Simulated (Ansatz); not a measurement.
# ClFH4NSi: the cost of one run

Program: Ansatz 0.2.0. Level of theory: RKS B3LYP/def2-SVP. These are calculated values, not measurements.

**1. Starting point**

Bond lengths: N1–Si2 1.936 Å, Si2–F3 1.590 Å, Si2–Cl4 1.947 Å, N1–H5 1.025 Å, N1–H6 1.025 Å, N1–H7 1.022 Å, Si2–H8 1.440 Å. Angles: N1–Si2–F3 93.2°, N1–Si2–Cl4 107.1°, N1–Si2–H8 101.9°, F3–Si2–Cl4 114.1°, F3–Si2–H8 107.4°, Cl4–Si2–H8 127.0°, Si2–N1–H5 111.0°, Si2–N1–H6 110.3°, Si2–N1–H7 113.7°, H5–N1–H6 106.5°, H5–N1–H7 107.6°, H6–N1–H7 107.4°.

As a file:

```xyz
8

N     0.1154    0.9396    0.0489
Si   -0.2269   -0.9656    0.0189
F     1.2952   -1.3335    0.2919
Cl   -0.8416   -1.4082   -1.7747
H     0.5397    1.2231    0.9378
H     0.7843    1.1918   -0.6859
H    -0.7212    1.5098   -0.0893
H    -0.9449   -1.1571    1.2524
```

**2. Relaxing the start**

input.yaml reads:

```yaml
crystal:
  periodic: [false, false, false]
  atoms:
    - { symbol: "N", position_ang: [0.11538, 0.93956, 0.04894] }
    - { symbol: Si, position_ang: [-0.22686, -0.96561, 0.01888] }
    - { symbol: F, position_ang: [1.29521, -1.33347, 0.29193] }
    - { symbol: Cl, position_ang: [-0.84156, -1.40821, -1.7747] }
    - { symbol: H, position_ang: [0.53967, 1.22315, 0.93785] }
    - { symbol: H, position_ang: [0.78427, 1.19181, -0.68591] }
    - { symbol: H, position_ang: [-0.72118, 1.50983, -0.08935] }
    - { symbol: H, position_ang: [-0.94493, -1.15706, 1.25235] }
total_charge: 1
basis:
  gaussian: { orbitals: def2-SVP }
hamiltonian:
  xc: b3lyp
relax:
  f_tol: 0.02
  max_steps: 40
scf:
  lower_state_search: "off"
```

Command:

```console
$ ansatz run input.yaml --threads 1 --pin off --max-ram 2048MiB --backend cpu --events-out ev --progress --plain --runs-dir out
```

Q: Estimate wall time and peak memory on 1 thread of an Arm CPU, shared host.

About 15 s, with a peak of 0.14 GiB.
